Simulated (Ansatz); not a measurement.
# Cl₂H₄O₄W: shape, modes and thermochemistry

Aim: relax Cl₂H₄O₄W from a cheap starting geometry, then compute its harmonic vibrations to see whether it is a minimum and to get the zero-point energy and entropy, and look at its orbitals and charge.

Computed with Ansatz 0.2.0, Gaussian basis. Level: RKS PBE0-D4/def2-TZVP.

The runs, in order: relaxation at PBE0-D4/def2-TZVP; harmonic vibrations at the same level; a single point in def2-TZVPP for the fields.

1 further run of the same task is left out (for a known fault of the program).

### Step 1. The starting structure

SMILES `[OH][W]([OH])([OH])([OH])([Cl])[Cl]`, 11 atoms, charge 0, spin multiplicity 1.

Atoms are counted from 1 here; the program's logs count them from 0.

Bond lengths: O1–W2 1.841 Å, O1–H8 0.960 Å, W2–O3 1.824 Å, W2–O4 1.841 Å, W2–O5 1.824 Å, W2–Cl6 2.339 Å, W2–Cl7 2.339 Å, O3–H9 0.964 Å, O4–H10 0.960 Å, O5–H11 0.965 Å. Angles: W2–O1–H8 175.1°, O1–W2–O3 93.1°, O1–W2–O4 95.1°, O1–W2–O5 93.2°, O1–W2–Cl6 87.9°, O1–W2–Cl7 177.2°, O3–W2–O4 93.2°, O3–W2–O5 170.7°, O3–W2–Cl6 86.7°, O3–W2–Cl7 86.7°, O4–W2–O5 93.1°, O4–W2–Cl6 177.1°, O4–W2–Cl7 87.8°, O5–W2–Cl6 86.7°, O5–W2–Cl7 86.7°, Cl6–W2–Cl7 89.3°, W2–O3–H9 172.3°, W2–O4–H10 174.2° and more.

The start is a GFN2-xTB geometry. W takes the def2 core potential; no spin-orbit term is included.

### Step 2. Optimising with PBE0-D4/def2-TZVP

File in.yaml:

```yaml
crystal:
  periodic: [false, false, false]
  atoms:
    - {symbol: O, position_ang: [-0.114620, -1.692780, 0.364540]}
    - {symbol: W, position_ang: [-0.098300, 0.120980, 0.047750]}
    - {symbol: O, position_ang: [0.831350, 0.480820, 1.574970]}
    - {symbol: O, position_ang: [1.421050, 0.090550, -0.991520]}
    - {symbol: O, position_ang: [-1.206830, -0.018730, -1.394060]}
    - {symbol: Cl, position_ang: [-2.034060, 0.277140, 1.350770]}
    - {symbol: Cl, position_ang: [-0.172300, 2.434000, -0.290730]}
    - {symbol: H, position_ang: [-0.190120, -2.626040, 0.575810]}
    - {symbol: H, position_ang: [1.232040, 0.760650, 2.405990]}
    - {symbol: H, position_ang: [2.199630, 0.169040, -1.547180]}
    - {symbol: H, position_ang: [-1.867840, 0.004360, -2.096350]}
basis:
  gaussian: {orbitals: def2-TZVP}
hamiltonian: {xc: pbe0, dispersion: d4}
relax: {f_tol: 0.005, max_steps: 150}
```

Launch:

```console
$ ansatz run in.yaml --threads 2 --pin off --events-out ev --progress --plain --max-ram 31744MiB --backend cuda --devices 0, --max-vram 18GiB
```

The runs that follow: Force constants and modes; A single point for the fields.

Q: Predict the results of all the runs planned. Wanted: point group; shift from the start; total energy; dispersion term; dipole moment; lowest, highest wavenumber; zero-point energy; HOMO, LUMO.

As calculated:

| quantity | value |
| --- | --- |
| point group | C1 |
| steps | 44 |
| shift from the start (rms) | 0.546 Å |
| total energy | -35118.4378 eV |
| dispersion term | -328 meV |
| dipole moment | 2.12 D |
| lowest, highest wavenumber | 97, 3878 cm⁻¹ |
| zero-point energy | 151.8 kJ/mol |
| entropy at 298.15 K | 425.9 J/(mol K) |
| HOMO, LUMO | -8.35, -3.53 eV |

The atoms moved 0.55 Å (rms) from the start; the bond that changed most is W2–Cl7, from 2.339 to 2.405 Å. All wavenumbers are real, so the end point is a minimum. The stiffest mode, 3878 cm⁻¹, is an O–H stretch, and 4 modes under 200 cm⁻¹ make the vibrational entropy uncertain. Harmonic hybrid wavenumbers usually lie a few per cent above measured fundamentals. The largest Mulliken charge, +1.38 e, sits on W2. The HOMO lies mostly on Cl6 53 %; Cl7 38 % and the LUMO on W2 59 %; O4 13 %.
